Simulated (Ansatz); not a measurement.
# AsH₂+ (singlet): from Hartree-Fock to the top rungs at a displaced geometry (v1), cc-pVDZ

How much of the correlation energy of AsH₂+ (singlet) does each wave-function method recover here?

Computed with Ansatz 0.2.0, Gaussian basis. Level: cc-pVDZ, core rule «outside noble gas», up to 14 orbitals frozen.

Plan: UHF; CCSD(T) on RHF; CCSD(T) on UHF; BCCD(T) on RHF; CISD; CCSDT(Q) on RHF; CCSDT(Q) on UHF; CCSDTQ on RHF; CASSCF and MRCISD+Q, 6 electrons in 6 orbitals; CASSCF and NEVPT2, 6 electrons in 6 orbitals; Full CI.

13 further runs of the same task are left out: 5 that didn't finish, 8 set aside as unsound or not needed.

### Step 1. The geometry

The geometry is a PBE0/def2-TZVP stationary point (not a proven minimum) with its atoms shifted at random (size 0.040 Å). No spin-orbit coupling is included. The filled d shell of As may be among the frozen orbitals whatever the setting's name suggests; the logs give the count.

3 atoms, charge 1, spin multiplicity 1.

Atoms are counted from 1 here; the program's logs count them from 0.

Bond lengths: As1–H2 1.527 Å, As1–H3 1.524 Å. Angles: H2–As1–H3 89.1°.

### Step 2. UHF

Input file in.yaml:

```yaml
crystal:
  periodic: [false, false, false]
  atoms:
    - {symbol: As, position_ang: [-0.000607, -0.028460, 0.000850]}
    - {symbol: H, position_ang: [-0.001440, 1.028096, -1.101202]}
    - {symbol: H, position_ang: [0.046524, 1.087403, 1.037986]}
basis:
  gaussian: {orbitals: cc-pVDZ}
total_charge: 1
magnetization: {spin_polarized: true, initial_magnetization: 0}
hamiltonian: {xc: hf}
output: {orbitals: {seedname: orbitals}}
```

Started as:

```
$ ansatz run in.yaml --threads 1 --pin off --events-out ev --progress --plain --max-ram 2393MiB
```

The runs that follow: CCSD(T) on RHF; CCSD(T) on UHF; BCCD(T) on RHF; CISD; CCSDT(Q) on RHF; CCSDT(Q) on UHF; CCSDTQ on RHF; CASSCF and MRCISD+Q, 6 electrons in 6 orbitals; CASSCF and NEVPT2, 6 electrons in 6 orbitals; Full CI.

**Question.** What will the summary of the whole plan be? Wanted: FCI below the RHF energy; RMP2 from FCI; RCCSD from FCI; RCCSD(T) from FCI; RCCSDT(Q) from FCI; NEVPT2 valence from FCI; MRCISD+Q valence from FCI; T1 diagnostic; effectively unpaired electrons.

**Answer**, as computed:

| quantity | value |
| --- | --- |
| FCI below the RHF energy | -3.2298 eV |
| RMP2 from FCI | +77.7 kJ/mol |
| RCCSD from FCI | +7.2 kJ/mol |
| RCCSD(T) from FCI | +1.6 kJ/mol |
| RCCSDT(Q) from FCI | +0.1 kJ/mol |
| NEVPT2 valence from FCI | +47.4 kJ/mol |
| MRCISD+Q valence from FCI | +0.1 kJ/mol |
| levels within 1 kcal/mol (43 meV) | RCCSD(T), BCCD(T), RCCSDT, RCCSDT(Q), RCCSDTQ, MRCISD+Q valence |
| T1 diagnostic | 0.012 |
| effectively unpaired electrons | 0.06 |

In words: RCCSD(T) misses by +1.6 kJ/mol, 0.5 % of the correlation energy. One determinant dominates. Of the multireference levels listed MRCISD+Q valence comes nearest in total energy (+0.1 kJ/mol), which doesn't show that its space is the better one. These misses are within one basis, not against nature.
